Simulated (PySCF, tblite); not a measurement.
# C₅H₅O₂P: infrared bands and NMR shifts

What infrared bands and NMR shifts should C₅H₅O₂P (`CC(=O)c1cpco1`) show?

The runs use tblite 0.8.0 and PySCF 2.14.0, with density-fitted response routines of our own; the level of theory stands in each step. All values are computed, except where a source is named. Atoms count from 0, in the outputs and in this text.

## 1. The molecule as given

13 atoms, charge 0, multiplicity 1; geometry from: GFN2-xTB.

Bonds of the start (Å): C0–C1 1.51, C1–O2 1.21, C1–C3 1.47, C3–C4 1.37, C4–P5 1.76, P5–C6 1.72, C6–O7 1.33, O7–C3 1.34, C0–H8 1.09, C0–H9 1.09, C0–H10 1.09, C4–H11 1.07, C6–H12 1.08.

## 2. Harmonic vibrations with GFN2-xTB

What the job is given:

```
{"job": {"kind": "ir", "xc": "GFN2-xTB", "basis": "xTB"}, "charge": 0, "multiplicity": 1}
C     -2.002462     0.469861     0.098511
C     -1.067108    -0.709121     0.055852
O     -1.436315    -1.861022     0.078947
C      0.361241    -0.361104    -0.017777
C      1.417696    -1.234396    -0.068173
P      2.952628    -0.383245    -0.150410
C      2.039204     1.069993    -0.109559
O      0.717238     0.933838    -0.041527
H     -1.772375     1.088933     0.963258
H     -3.029981     0.122197     0.155370
H     -1.865811     1.078157    -0.793351
H      1.287836    -2.300458    -0.056684
H      2.393820     2.086851    -0.132184
```

**Question.** This job is followed by: GIAO PBE0/pcSseg-1 NMR shielding, non-relativistic, gas phase. Predict these results of the whole session: strongest single infrared mode (GFN2-xTB); zero-point energy (GFN2-xTB); 13C shifts against TMS (PBE0/pcSseg-1); 1H shifts against TMS (PBE0/pcSseg-1, means over atoms taken as alike); 17O shifts against H2O (PBE0/pcSseg-1); 31P shifts against H3PO4 (PBE0/pcSseg-1).

As calculated:

| quantity | value |
| --- | --- |
| strongest single infrared mode (GFN2-xTB) | 1733 cm⁻¹, 384 km/mol |
| zero-point energy (GFN2-xTB) | 55.8 kcal/mol |
| 13C shifts against TMS (PBE0/pcSseg-1) | 191.7, 189.3, 166.8, 142.0, 29.8 ppm |
| 1H shifts against TMS (PBE0/pcSseg-1, means over atoms taken as alike) | 8.98, 8.59, 2.62 ppm |
| 17O shifts against H2O (PBE0/pcSseg-1) | 635.4, 356.3 ppm |
| 31P shifts against H3PO4 (PBE0/pcSseg-1) | 141.1 ppm |

**Reading.** No mode is imaginary among the 33: a minimum at this level. The strongest single mode, at 1733 cm⁻¹, moves mainly C1 and O2. GFN2-xTB is a fitted tight-binding method: band positions and strengths are rough. Its intensities can rank the bands wrongly. At PBE0/pcSseg-1: The largest span, 1214 ppm, is at O2, where the paramagnetic term is -699 ppm. NICS(1)zz of -26 ppm above the planar ring from C3 marks a diatropic (aromatic) ring current.
